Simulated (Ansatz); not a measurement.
# Cl2FH5OSi2: the cost of one run

Method: RKS PBE0-D4/def2-SVP, in Ansatz 0.2.0.

## 1. The system as given

Bond lengths: Si1–Cl3 2.130 Å, Si1–Cl4 2.128 Å, Si1–F5 1.589 Å, Si1–O6 1.980 Å, O6–Si7 1.680 Å, Si7–H8 1.460 Å, Si7–H9 1.460 Å, Si7–H10 1.460 Å. Angles: Cl3–Si1–Cl4 109.5°, Cl3–Si1–F5 109.5°, Cl3–Si1–O6 67.1°, Cl4–Si1–F5 109.5°, Cl4–Si1–O6 72.9°, F5–Si1–O6 176.5°, Si1–O6–Si7 125.0°, O6–Si7–H8 109.5°, O6–Si7–H9 109.5°, O6–Si7–H10 109.5°, H8–Si7–H9 109.4°, H8–Si7–H10 109.4°, H9–Si7–H10 109.4°.

As a file:

```xyz
11

Si    0.0000    0.0000    0.0000
H     0.0000    0.0000    1.8100
Cl    2.0086    0.0000   -0.7093
Cl   -1.0032    1.7381   -0.7093
F    -0.7489   -1.2974   -0.5295
O     1.0384    1.5660    0.6243
Si    2.4112    1.4892    1.5897
H     2.8913    0.1115    1.6456
H     3.4519    2.3440    1.0260
H     2.0851    1.9452    2.9378
H     0.5308    0.8005    1.7351
```

## 2. A restrained relaxation towards end A

Springs on the bonds that form and break draw the guess towards this end; the thresholds are loose.

The input, input.yaml:

```yaml
crystal:
  periodic: [false, false, false]
  atoms:
    - { symbol: Si, position_ang: [0.0, 0.0, 0.0] }
    - { symbol: H, position_ang: [0.0, 0.0, 1.81] }
    - { symbol: Cl, position_ang: [2.0086, 0.0, -0.7093] }
    - { symbol: Cl, position_ang: [-1.0032, 1.7381, -0.7093] }
    - { symbol: F, position_ang: [-0.7489, -1.2974, -0.5295] }
    - { symbol: O, position_ang: [1.0384, 1.566, 0.6243] }
    - { symbol: Si, position_ang: [2.4112, 1.4892, 1.5897] }
    - { symbol: H, position_ang: [2.8913, 0.1115, 1.6456] }
    - { symbol: H, position_ang: [3.4519, 2.344, 1.026] }
    - { symbol: H, position_ang: [2.0851, 1.9452, 2.9378] }
    - { symbol: H, position_ang: [0.5308, 0.8005, 1.7351] }
basis:
  gaussian: { orbitals: def2-SVP }
hamiltonian:
  xc: pbe0
  dispersion: d4
relax:
  f_tol: 0.15
  max_steps: 25
  restrain:
    - { distance: [0, 5], at: 2.88, k: 30.0 }
    - { distance: [10, 1], at: 1.86, k: 30.0 }
    - { distance: [0, 1], at: 1.46, k: 30.0 }
    - { distance: [10, 5], at: 1.01, k: 30.0 }
```

Started as:

```
ansatz run input.yaml --threads 4 --pin off --max-ram 5120MiB --backend cpu --events-out ev --progress --plain --runs-dir out
```

What time and memory should one allow on 4 threads of Arm Neoverse V1, shared host?

About 22 s, with a peak of 0.35 GiB.
